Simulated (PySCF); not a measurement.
# Solver options tried on Se2 (triplet)

Do solver options change the result for Se2 (triplet), or only the number of cycles?

Program: PySCF 2.14.0. Level of theory: each script names its method and basis. These are calculated values, not measurements.

4 further runs of the same task are left out: 4 that didn't finish.

### 1 Where the work starts

Se2 (triplet): 2 atoms, charge 0, spin multiplicity 3.

Bond lengths: Se1–Se2 2.564 Å.

### 2 Base script

input.py

```python
from pyscf import gto, dft

mol = gto.M(
    atom='Se 0 0 0; Se 0 0 2.564',
    basis='lanl2dz',
    ecp={'Se': 'lanl2dz'},
    charge=0,
    spin=2,
    verbose=4,
)
mf = dft.UKS(mol, xc='mn15l')
mf.kernel()
mf.stability(internal=True, external=True)
mf.dip_moment()
print('orbital energies (hartree):', [e[max(0, n-3):n+3].round(4) for e, n in zip(mf.mo_energy, mol.nelec)])
```

The run is started by

```console
$ OMP_NUM_THREADS=1 python input.py
```

The log of this run is left out.

Base result: E(SCF) = -18.334622 Eh, 7 cycles, ⟨S²⟩ = 2.002, μ = 0.00 D, internal stable; real -> complex stable; UHF/UKS -> GHF/GKS unstable.

The bond length is a typed value, not an optimised one. The triplet is typed in the script; nothing here shows that it is the ground state.

### 3 Initial guess mod_huckel

Variant 1 changes initial guess: minao → mod_huckel.

input.py

```python
from pyscf import gto, dft

mol = gto.M(
    atom='Se 0 0 0; Se 0 0 2.564',
    basis='lanl2dz',
    ecp={'Se': 'lanl2dz'},
    charge=0,
    spin=2,
    verbose=4,
)
mf = dft.UKS(mol, xc='mn15l')
mf.init_guess = 'mod_huckel'
mf.kernel()
mf.stability(internal=True, external=True)
mf.dip_moment()
print('orbital energies (hartree):', [e[max(0, n-3):n+3].round(4) for e, n in zip(mf.mo_energy, mol.nelec)])
```

The run is started by

```console
$ OMP_NUM_THREADS=1 python input.py
```

### 4 Damping 0.5

Variant 2 changes damping: none → 0.5.

Edit input.py of step 2 so:

```diff
@@ -11,2 +11,4 @@
 mf = dft.UKS(mol, xc='mn15l')
+mf.damp = 0.5
+mf.diis_start_cycle = 8
 mf.kernel()
```

Q: Predict the outcome of this session. Wanted: for each run, E(SCF); from base; gap, α spin; after the SCF.

The runs gave:

| run | E(SCF) (hartree) | from base (eV) | cycles | gap, α spin (eV) | after the SCF |
| --- | --- | --- | --- | --- | --- |
| base | -18.334622 | 0 | 7 | 2.69 | unstable: UHF/UKS -> GHF/GKS |
| initial guess mod_huckel | -18.334622 | 0.0000 | 6 | 2.69 | unstable: UHF/UKS -> GHF/GKS |
| damping 0.5 | -18.334622 | 0.0000 | 11 | 2.69 | unstable: UHF/UKS -> GHF/GKS |

Distance from each run's final energy (log10 hartree) by cycle:

| run | cycle 1 | cycle 2 | cycle 3 | cycle 5 | cycle 8 | cycle 12 |
| --- | --- | --- | --- | --- | --- | --- |
| base | -0.7 | -1.6 | -4.5 | -7.8 | done | done |
| initial guess mod_huckel | -2.4 | -3.3 | -7.1 | -10.8 | done | done |
| damping 0.5 | -0.7 | -1.8 | -2.8 | -4.4 | -7.2 | done |

**Reading.** With initial guess mod_huckel or damping 0.5 the SCF ends at the base energy. The base needs 7 cycles and the run with damping 0.5 needs 11.
